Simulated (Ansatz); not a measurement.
**CH₃BFN (SMILES N=CBF): one structure at several levels**

An exercise on one series of results from a longer session: the logs are not shown, and one member is left open.

The runs use Ansatz 0.2.0, Gaussian basis; single points in def2-TZVPP.

Correlated methods freeze the cores.

1 further run of the same task is left out (it didn't finish).

## Where the work starts

SMILES `N=CBF`, 7 atoms, charge 0, spin multiplicity 1.

Atoms are counted from 1 here; the program's logs count them from 0.

Bond lengths: N1–C2 1.283 Å, N1–H5 1.026 Å, C2–B3 1.657 Å, C2–H6 1.191 Å, B3–F4 1.307 Å, B3–H7 1.200 Å. Angles: C2–N1–H5 111.7°, N1–C2–B3 113.6°, N1–C2–H6 110.8°, B3–C2–H6 135.6°, C2–B3–F4 112.2°, C2–B3–H7 133.6°, F4–B3–H7 114.2°.

As a file:

```xyz
7

N     0.49673    0.88108   -1.04137
C    -0.14985    0.77474    0.06159
B    -0.25964   -0.78245    0.61855
F     0.30695   -1.63702   -0.19216
H     0.84641   -0.02757   -1.36542
H    -0.55907    1.83631    0.41508
H    -0.68476   -1.27126    1.62834
```

The first run:

Contents of run/in.yaml:

```yaml
crystal:
  periodic: [false, false, false]
  atoms:
    - {symbol: N, position_ang: [0.496731, 0.881078, -1.041365]}
    - {symbol: C, position_ang: [-0.149853, 0.774737, 0.061588]}
    - {symbol: B, position_ang: [-0.259642, -0.782454, 0.618548]}
    - {symbol: F, position_ang: [0.306945, -1.637025, -0.192157]}
    - {symbol: H, position_ang: [0.846408, -0.027566, -1.365421]}
    - {symbol: H, position_ang: [-0.559067, 1.836313, 0.415079]}
    - {symbol: H, position_ang: [-0.684765, -1.271263, 1.628344]}
basis:
  gaussian: {orbitals: def2-TZVPP}
hamiltonian: {xc: pbe, dispersion: d4}
output: {forces: true}
```

Run with:

```sh
$ ansatz run in.yaml --threads 2 --pin off --events-out ev --progress --plain --max-ram 3481MiB
```

Steps of the session up to this table: PBE-D4/def2-TZVPP; r2SCAN-D4/def2-TZVPP; PBE0-D4/def2-TZVPP; wB97M-V/def2-TZVPP; CCSD(T)/def2-TZVPP.

One table of the session follows, with a row left open; its other results are not shown here.

```
   method  RMS force component (eV/Å)  angle to CCSD(T) forces (°)  dipole (D)
   PBE-D4                           ?                            ?           ?
r2SCAN-D4                       0.742                         17.0        1.62
  PBE0-D4                       0.745                         24.9        1.70
  wB97M-V                       0.779                         22.9        1.76
  CCSD(T)                       0.807                    reference        1.75
```

Q: Estimate the row for PBE-D4 from the others.

The run gave: RMS force component (eV/Å): 0.781; angle to CCSD(T) forces (°): 15.4; dipole (D): 1.55. In the column «RMS force component (eV/Å)» it lies between wB97M-V (0.779) and CCSD(T) (0.807).
